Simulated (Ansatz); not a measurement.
# BeAl2: the cost of one run

Program: Ansatz 0.2.0. Level of theory: DFT PBE, scalar-relativistic, plane waves, PAW. These are calculated values, not measurements.

### Step 1. The structure to begin with

Symmetry: P6/mmm, No. 191, hexagonal system. Conventional cell: a = 4.227 Å, b = 4.227 Å, c = 5.183 Å, α = 90.00°, β = 90.00°, γ = 120.00°. Be (site symmetry -6m2) is surrounded by 3 Be at 2.44 Å and 8 Al at 2.59 to 2.76 Å. Around Al (site symmetry 6mm) lie 8 Al at 2.59 to 2.76 Å and 6 Be at 2.76 Å. Around Al (site symmetry -6m2) lie 9 Al at 2.44 to 2.76 Å and 2 Be at 2.59 Å.

Structure file:

```xyz
6
Lattice="4.2275 0.0000 0.0000 -2.1137 3.6611 0.0000 0.0000 0.0000 5.1829" Properties=species:S:1:pos:R:3 pbc="T T T"
Be    0.0000    2.4407    0.0000
Be    2.1137    1.2204    0.0000
Al    0.0000    0.0000    3.8872
Al    0.0000    0.0000    1.2957
Al    0.0000    2.4407    2.5914
Al    2.1137    1.2204    2.5914
```

The cell is invented: ordered superstructure of omega (P6/mmm, No. 191). Lengths come from tabulated atomic sizes and are only a guess.

### Step 2. Probe: one point on a coarse mesh

Input file input.yaml:

```yaml
crystal:
  lattice:
    - [4.22747505, 0.0, 0.0]
    - [-2.11373753, 3.66110079, 0.0]
    - [0.0, 0.0, 5.18288441]
  atoms:
    - { symbol: Be, position: [0.33333333, 0.66666667, 0.0] }
    - { symbol: Be, position: [0.66666667, 0.33333333, 0.0] }
    - { symbol: Al, position: [0.0, 0.0, 0.75] }
    - { symbol: Al, position: [0.0, 0.0, 0.25] }
    - { symbol: Al, position: [0.33333333, 0.66666667, 0.5] }
    - { symbol: Al, position: [0.66666667, 0.33333333, 0.5] }
basis:
  ecutwfc: 420
kpoints:
  mp_grid: { grid: [6, 6, 4] }
hamiltonian:
  xc: pbe
scf:
  occupations: { method: gaussian, width: 0.1 }
  lower_state_search: "off"
output:
  forces: true
  stress: true
  eigenvalues: true
```

The run is started by

```bash
> ansatz run input.yaml --threads 1 --pin off --max-ram 2048MiB --backend cpu --events-out ev --progress --plain --runs-dir out
```

Q: Estimate wall time and peak memory on 1 thread of Arm Neoverse V2, shared host.

About 1.5 s, with a peak of 0.31 GiB.
